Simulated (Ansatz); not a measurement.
# Beryllium, simple cubic under r²SCAN: from relaxation to bulk modulus

Aim: take beryllium in the simple cubic structure, relax it, solve it on a dense k-mesh, switch on spin-orbit coupling, then scale the cell to 7 volumes from 88 to 112 % of the relaxed one and try a fit of the equation of state. The k-meshes are 15×15×15 for the relaxation; 24×24×24 for the dense run; 14×14×14 for spin-orbit coupling; 16×16×16 for the volumes.

This is Be in the simple cubic structure; at room conditions it is hcp.

Method: DFT r2SCAN, plane waves (500 eV) with PAW, scalar-relativistic; the PAW data stem from PBE, with regenerated cores, in Ansatz 0.2.0.

**1. The structure to begin with**

Symmetry: Pm-3m, No. 221, cubic system. Conventional cell: a = 2.062 Å, b = 2.062 Å, c = 2.062 Å, α = 90.00°, β = 90.00°, γ = 90.00°. Be (site symmetry m-3m) has 6 Be at 2.06 Å as nearest neighbours.

Structure file:

```cif
data_structure
_symmetry_space_group_name_H-M 'Pm-3m'
_symmetry_Int_Tables_number 221
_cell_length_a 2.0616
_cell_length_b 2.0616
_cell_length_c 2.0616
_cell_angle_alpha 90.000
_cell_angle_beta 90.000
_cell_angle_gamma 90.000
_cell_volume 8.76
loop_
_atom_site_label
_atom_site_type_symbol
_atom_site_symmetry_multiplicity
_atom_site_Wyckoff_symbol
_atom_site_fract_x
_atom_site_fract_y
_atom_site_fract_z
_atom_site_occupancy
Be1 Be 1 a 0.00000 0.00000 0.00000 1
```

**2. Geometry optimisation**

The input, input.yaml:

```yaml
crystal:
  lattice:
    - [2.061559075, 0.0, 0.0]
    - [0.0, 2.061559075, 0.0]
    - [0.0, 0.0, 2.061559075]
  atoms:
    - { symbol: Be, position: [0.0, 0.0, 0.0] }
hamiltonian:
  xc: r2scan
  pseudopotentials:
    kind: paw
    azcp:
      Be: "pseudopotentials/Be.paw.azcp"
basis:
  ecutwfc: 500
  fft_grid_basis: typed
kpoints:
  mp_grid: { grid: [15, 15, 15], shift: [0, 0, 0] }
magnetization:
  spin_polarized: false
scf:
  occupations: { method: fermi_dirac, width: 0.1 }
relax:
  max_steps: 60
  f_tol: 0.01
  cell: {}
```

The run is started by

```bash
$ ansatz run input.yaml --threads 1 --pin off --max-ram 3584MiB --backend cpu --events-out ev --progress --plain --runs-dir out
```

Further steps of the session: Dense single point; With spin-orbit coupling; At 88 % of the relaxed volume; At 92 % of the relaxed volume; At 96 % of the relaxed volume; At 100 % of the relaxed volume; At 104 % of the relaxed volume; At 108 % of the relaxed volume; At 112 % of the relaxed volume.

What does the calculation give? Wanted: space group; conventional cell; volume; shortest distance; gap on the mesh; relative to hcp; highest ELF outside the cores; V₀, B₀, B₀′.

The runs gave:

| quantity | value |
| --- | --- |
| space group (spins left aside) | Pm-3m (No. 221) |
| conventional cell | a = 2.171 Å |
| volume | 10.236 Å³/atom |
| shortest distance | 2.171 Å |
| gap on the mesh | none (levels filled in part) |
| relative to hcp | +1062 meV/atom |
| highest ELF outside the cores | 0.69, 0.99 Å from the nearest atom |
| V₀, B₀, B₀′ | 10.248 Å³/atom, 77 GPa, 3.4 |

What this shows: From the guessed start the volume grew by 16.8 % in 6 steps. Against the reference form of beryllium (hcp, computed apart with the same settings) it stands 1062 meV/atom higher, so it is far from stable. Levels at the Fermi energy are filled in part, as in a metal. The total energy of the spin-orbit run (on a coarser mesh) lies +7 meV/atom from the scalar one; mesh and treatment of the core enter this figure, so it is no spin-orbit energy. B₀ comes out at 77 GPa. The symmetry was held, so the structure may be unstable against distortions that break it.
